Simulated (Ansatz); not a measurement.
AlB2H6N, SMILES B[BH][AlH][NH2], vertical spin-state energies

With Ansatz 0.2.0 through its Python package.

Run as a notebook:

In [1]:
```python
from dataclasses import dataclass

import ansatz as az
```

In [2]:
```python
@dataclass(frozen=True)
class Options:
    basis: str = "6-31G"
    functional: str = "cam_b3lyp"
```

In [3]:
```python
settings = Options()
```

In [4]:
```python
GEOMETRY = """
B    -0.25140    1.00360   -1.51160
B    -0.42630   -0.55760   -1.12690
Al    0.01570   -1.18390    0.76860
N     0.69950    0.09700    2.08250
H    -0.56790    1.39970   -2.63340
H     0.05670    1.85060   -0.71840
H    -0.75280   -1.33590   -1.93060
H    -0.03040   -2.71330    1.16130
H    -0.12520    0.82160    2.20090
H     1.46520    0.56720    1.71050
"""
```

In [5]:
```python
alb2h6n = az.Crystal.molecule()
for line in GEOMETRY.strip().splitlines():
    symbol, *xyz = line.split()
    alb2h6n = alb2h6n.atom(symbol, [float(v) for v in xyz])
```

In [6]:
```python
job = (
    alb2h6n.calculation()
    .basis(gaussian=settings.basis)
    .functional(settings.functional)
    .accuracy("medium")
    .scf(lower_state_search="off")
)
found = {}
for unpaired in [0, 2]:
    summary = job.spin("collinear", total=unpaired).run().report
    s = unpaired / 2
    found[unpaired] = summary["free_energy_ev"]
    print(f"2S+1 = {unpaired + 1}: E = {found[unpaired]:.5f} eV, <S^2> = {abs(summary['mean_field']['state']['spin_squared']):.3f} (pure state {s * (s + 1):.2f})")
lowest = min(found, key=found.get)
for unpaired, e in found.items():
    print(f"multiplicity {unpaired + 1}: {(e - found[lowest]):.3f} eV above the lowest")
```
```text
2S+1 = 1: E = -9530.39223 eV, <S^2> = 0.000 (pure state 0.00)
2S+1 = 3: E = -9529.81560 eV, <S^2> = 2.008 (pure state 2.00)
multiplicity 1: 0.000 eV above the lowest
multiplicity 3: 0.577 eV above the lowest
```

In order: multiplicity 1 (+0.00 eV) and multiplicity 3 (+0.58 eV), all at the one geometry.

Reading the output:
- These settings explore the input space; basis and method may be short of convergence.
- The geometry is a force-field or estimated start, not a minimum of this method, and the basis set is short of its limit. All parts are taken at fixed geometry, without zero-point energy.
- It ran for 7 s on 1 thread of Arm Neoverse V1, on a shared host, peak memory 0.17 GiB.
